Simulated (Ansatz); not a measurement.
# GeH6OSSi: the cost of one run

Program: Ansatz 0.2.0 through its Python package. Level of theory: PBE0+D4/def2-SVP. These are calculated values, not measurements.

### 1 The structure

Bond lengths: O1–Ge2 1.744 Å, Ge2–Si3 2.286 Å, Ge2–S4 2.160 Å, O1–H5 0.992 Å, Ge2–H6 1.558 Å, Si3–H7 1.461 Å, Si3–H8 1.480 Å, Si3–H9 1.510 Å, S4–H10 1.364 Å. Angles: O1–Ge2–Si3 107.6°, O1–Ge2–S4 110.8°, O1–Ge2–H6 109.9°, Si3–Ge2–S4 107.8°, Si3–Ge2–H6 109.9°, S4–Ge2–H6 110.7°, Ge2–O1–H5 108.8°, Ge2–Si3–H7 112.0°, Ge2–Si3–H8 111.5°, Ge2–Si3–H9 109.6°, H7–Si3–H8 108.8°, H7–Si3–H9 109.6°, H8–Si3–H9 105.1°, Ge2–S4–H10 95.0°.

No structure file is read: the coordinates are typed or built in the script.

### 2 The script

Contents of geh6ossi_opt.py:

```python
"""Minimum-energy structure of GeH6OSSi."""

import ansatz as az
import numpy as np

params = {
    "basis": "def2-SVP",
    "functional": "PBE0",
    "dispersion": "d4",
}


def main() -> None:
    mol = (
        az.Crystal.molecule()
        .atom("O", (-0.9529, 1.618, -0.8649))
        .atom("Ge", (-0.6902, 0.5053, 0.4518))
        .atom("Si", (1.4234, -0.3373, 0.234))
        .atom("S", (-2.074, -1.1497, 0.3444))
        .atom("H", (-0.8928, 1.1198, -1.7202))
        .atom("H", (-0.827, 1.2513, 1.8128))
        .atom("H", (1.6098, -1.0279, -1.0397))
        .atom("H", (1.7505, -1.2714, 1.3342))
        .atom("H", (2.4304, 0.7809, 0.3563))
        .atom("H", (-1.6941, -1.5403, -0.9056))
    )

    job = (
        mol.calculation()
        .basis(gaussian=params["basis"])
        .functional(params["functional"], dispersion=params["dispersion"])
    )
    symbols = [site.symbol for site in mol.cartesian_sites]
    start = np.array([site.position_ang for site in mol.cartesian_sites], dtype=float)
    data = job.relax(force_tolerance=0.02).run().report
    end = np.array(data["positions_ang"])

    print(f"E = {data['free_energy_ev']:.6f} eV = {data['free_energy_ev'] / 27.211386246:.7f} Ha")
    print("converged:", data["converged"], " doubts:", data["published_state_doubts"] or "none")

    print("final positions (A) and the move of each atom")
    for symbol, xyz, old in zip(symbols, end, start):
        print(f"{symbol:2s} {xyz[0]:10.5f} {xyz[1]:10.5f} {xyz[2]:10.5f}   {np.linalg.norm(xyz - old):7.4f}")
    with open("geh6ossi_opt.xyz", "w") as handle:
        handle.write(f"{len(symbols)}\nrelaxed GeH6OSSi\n")
        handle.writelines(f"{s:2s} {x:11.6f} {y:11.6f} {z:11.6f}\n" for s, (x, y, z) in zip(symbols, end))


if __name__ == "__main__":
    main()
```

### 3 What the engine is handed

The package turns the script's settings into the engine's input:

```yaml
crystal:
  periodic: [false, false, false]
  atoms:
    - { symbol: O, position_ang: [-0.9529, 1.618, -0.8649] }
    - { symbol: Ge, position_ang: [-0.6902, 0.5053, 0.4518] }
    - { symbol: Si, position_ang: [1.4234, -0.3373, 0.234] }
    - { symbol: S, position_ang: [-2.074, -1.1497, 0.3444] }
    - { symbol: H, position_ang: [-0.8928, 1.1198, -1.7202] }
    - { symbol: H, position_ang: [-0.827, 1.2513, 1.8128] }
    - { symbol: H, position_ang: [1.6098, -1.0279, -1.0397] }
    - { symbol: H, position_ang: [1.7505, -1.2714, 1.3342] }
    - { symbol: H, position_ang: [2.4304, 0.7809, 0.3563] }
    - { symbol: H, position_ang: [-1.6941, -1.5403, -0.9056] }
basis:
  gaussian:
    orbitals: def2-SVP
hamiltonian:
  xc: pbe0
  dispersion: d4
relax:
  f_tol: 0.02
```

### 4 Launch

Command:

```sh
> python geh6ossi_opt.py
```

Q: Estimate wall time and peak memory on 1 thread of Arm Neoverse V2, shared host.

About 56 s, with a peak of 0.36 GiB.
